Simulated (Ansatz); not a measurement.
# CH₆BFO₂Si: up Jacob's ladder to CCSD(T)

One table from this session's results is given with a row withheld; the runs are named, their logs left out.

Computed with Ansatz 0.2.0, Gaussian basis. Level: functionals in def2-TZVPP, the program's frozen cores in correlated methods.

Plan: LDA (SPW92), PBE-D4, revPBE-D4, BLYP-D4, r2SCAN-D4, B97M-V, PBE0-D4, B3LYP-D4, r2SCANh-D4, r2SCAN0-D4, HSE06-D4, BHLYP-D4, CAM-B3LYP-D4, LC-ωPBE, ωB97X-V, ωB97M-V, B2PLYP, PBE-QIDH; CCSD(T)/def2-SVP; CCSD(T)/def2-TZVPP; MP2/def2-QZVPP; extrapolation to the limit; RPA on PBE.

## The relaxed structure

All runs share one geometry, relaxed beforehand with PBE0-D4 in a triple-zeta def2 set.

12 atoms, charge 0, spin multiplicity 1.

Atoms are counted from 1 here; the program's logs count them from 0.

Bond lengths: C1–O2 1.415 Å, C1–H7 1.091 Å, C1–H8 1.091 Å, C1–H9 1.091 Å, O2–B3 1.352 Å, B3–F4 1.334 Å, B3–O5 1.352 Å, O5–Si6 1.654 Å, Si6–H10 1.484 Å, Si6–H11 1.481 Å, Si6–H12 1.484 Å. Angles: O2–C1–H7 111.7°, O2–C1–H8 108.8°, O2–C1–H9 108.8°, H7–C1–H8 109.3°, H7–C1–H9 109.3°, H8–C1–H9 108.8°, C1–O2–B3 123.0°, O2–B3–F4 121.1°, O2–B3–O5 120.4°, F4–B3–O5 118.5°, B3–O5–Si6 130.3°, O5–Si6–H10 110.4°, O5–Si6–H11 106.4°, O5–Si6–H12 110.4°, H10–Si6–H11 110.0°, H10–Si6–H12 109.8°, H11–Si6–H12 109.9°.

Set-up of the first run:

Contents of in.yaml:

```yaml
crystal:
  periodic: [false, false, false]
  atoms:
    - {symbol: C, position_ang: [-1.379229, -1.446331, 0.963265]}
    - {symbol: O, position_ang: [-0.446190, -0.627104, 0.285679]}
    - {symbol: B, position_ang: [-0.364540, 0.709346, 0.475845]}
    - {symbol: F, position_ang: [-1.177093, 1.334923, 1.328691]}
    - {symbol: O, position_ang: [0.548902, 1.440996, -0.200105]}
    - {symbol: Si, position_ang: [1.683564, 0.974969, -1.310033]}
    - {symbol: H, position_ang: [-2.014504, -0.865521, 1.634323]}
    - {symbol: H, position_ang: [-0.835523, -2.196465, 1.540321]}
    - {symbol: H, position_ang: [-2.002697, -1.953598, 0.224922]}
    - {symbol: H, position_ang: [2.631956, 0.007920, -0.703717]}
    - {symbol: H, position_ang: [2.404185, 2.204264, -1.713385]}
    - {symbol: H, position_ang: [1.028270, 0.361399, -2.491703]}
basis:
  gaussian: {orbitals: def2-TZVPP}
hamiltonian: {xc: lda}
output: {orbitals: {seedname: orbitals}}
```

Among the steps run: LDA; PBE-D4 (GGA); revPBE-D4 (GGA); BLYP-D4 (GGA); r2SCAN-D4 (meta-GGA); B97M-V (meta-GGA); PBE0-D4 (hybrid); B3LYP-D4 (hybrid); r2SCANh-D4 (hybrid); r2SCAN0-D4 (hybrid); HSE06-D4 (hybrid); BHLYP-D4 (hybrid); CAM-B3LYP-D4 (range-separated); LC-ωPBE-D4 (range-separated; the results give it without D4); ωB97X-V (range-separated); ωB97M-V (range-separated); B2PLYP (double hybrid); PBE-QIDH (double hybrid).

One of the session's tables, all rows but one given; the rest of the session is left out.

It belongs to the step «Orbital energies across the functionals». 

```
  functional  HOMO (eV)  gap (eV)
 LDA (SPW92)      -7.47      6.53
      PBE-D4          ?         ?
   revPBE-D4      -7.27      6.70
     BLYP-D4      -7.24      6.67
   r2SCAN-D4      -7.68      7.46
      B97M-V      -7.81      7.27
     PBE0-D4      -8.88      9.05
    B3LYP-D4      -8.65      8.57
  r2SCANh-D4      -8.26      8.32
  r2SCAN0-D4      -9.13      9.59
    HSE06-D4      -8.47      8.27
    BHLYP-D4     -10.36     11.31
CAM-B3LYP-D4     -10.33     11.41
     LC-ωPBE     -11.68     13.99
     ωB97X-V     -11.35     13.47
     ωB97M-V     -11.24     12.97
```

**Question.** Estimate the row for PBE-D4.

As computed: HOMO (eV): -7.33; gap (eV): 6.64. In the column «HOMO (eV)» it lies between LDA (SPW92) (-7.47) and revPBE-D4 (-7.27).
